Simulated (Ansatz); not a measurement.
# C3H9AlS: small, medium and large basis sets

How large a basis does C3H9AlS need? Two functionals are run in growing sets.

Program: Ansatz 0.2.0, Gaussian basis. Level of theory: one geometry, several basis sets. These are calculated values, not measurements.

Levels to be run: PBE0-D4/def2-SVP; ωB97M-V/def2-SVP; PBE0-D4/def2-QZVPP; ωB97M-V/def2-QZVPP; the functionals' def2-TZVPP values are taken from earlier runs.

## (1) Structure used throughout

The geometry comes from an earlier relaxation with PBE0-D4 in a triple-zeta def2 set; it is a stationary point, not always the lowest conformer.

14 atoms, charge 0, spin multiplicity 1.

Atoms are counted from 1 here; the program's logs count them from 0.

Bond lengths: C1–C2 1.526 Å, C1–H6 1.094 Å, C1–H7 1.094 Å, C1–H8 1.094 Å, C2–Al3 1.960 Å, C2–H9 1.098 Å, C2–H10 1.098 Å, Al3–C4 1.949 Å, Al3–S5 2.195 Å, C4–H11 1.092 Å, C4–H12 1.095 Å, C4–H13 1.095 Å, S5–H14 1.344 Å. Angles: C2–C1–H6 112.2°, C2–C1–H7 111.7°, C2–C1–H8 111.7°, H6–C1–H7 107.0°, H6–C1–H8 107.0°, H7–C1–H8 107.0°, C1–C2–Al3 117.4°, C1–C2–H9 110.2°, C1–C2–H10 110.2°, Al3–C2–H9 107.0°, Al3–C2–H10 107.0°, H9–C2–H10 104.3°, C2–Al3–C4 123.8°, C2–Al3–S5 119.3°, C4–Al3–S5 116.9°, Al3–C4–H11 112.5°, Al3–C4–H12 110.9°, Al3–C4–H13 111.0° and more.

## (2) PBE0-D4 in def2-SVP

in.yaml reads:

```yaml
crystal:
  periodic: [false, false, false]
  atoms:
    - {symbol: C, position_ang: [-0.679487, 2.065182, -0.009776]}
    - {symbol: C, position_ang: [0.017957, 0.901209, 0.689455]}
    - {symbol: Al, position_ang: [0.133256, -0.797165, -0.281717]}
    - {symbol: C, position_ang: [0.970794, -2.403034, 0.437111]}
    - {symbol: S, position_ang: [-0.721806, -0.942127, -2.298643]}
    - {symbol: H, position_ang: [-0.695256, 2.968398, 0.607532]}
    - {symbol: H, position_ang: [-0.183509, 2.327648, -0.948550]}
    - {symbol: H, position_ang: [-1.718444, 1.825603, -0.253365]}
    - {symbol: H, position_ang: [-0.470713, 0.688420, 1.649962]}
    - {symbol: H, position_ang: [1.043499, 1.183649, 0.963665]}
    - {symbol: H, position_ang: [0.952778, -3.235444, -0.270180]}
    - {symbol: H, position_ang: [0.465864, -2.730931, 1.351863]}
    - {symbol: H, position_ang: [2.015140, -2.214735, 0.706984]}
    - {symbol: H, position_ang: [-1.142974, 0.334129, -2.315640]}
basis:
  gaussian: {orbitals: def2-SVP}
hamiltonian: {xc: pbe0, dispersion: d4}
output: {orbitals: {seedname: orbitals}}
```

Run with:

```
ansatz run in.yaml --threads 4 --pin off --events-out ev --progress --plain --max-ram 10444MiB
```

Further steps of the session: ωB97M-V in def2-SVP; PBE0-D4 in def2-QZVPP; ωB97M-V in def2-QZVPP.

Q: Predict the results of all the runs planned. Wanted: PBE0-D4: double and triple zeta above quadruple; ωB97M-V: double and triple zeta above quadruple.

As calculated:

| quantity | value |
| --- | --- |
| PBE0-D4: double and triple zeta above quadruple | 10.37, 0.73 eV |
| ωB97M-V: double and triple zeta above quadruple | 10.56, 0.70 eV |

For PBE0-D4 the step from double to triple zeta gains 9.65 eV and the next only 0.73 eV. Total energies overstate the basis error of differences, where much of it tends to cancel.
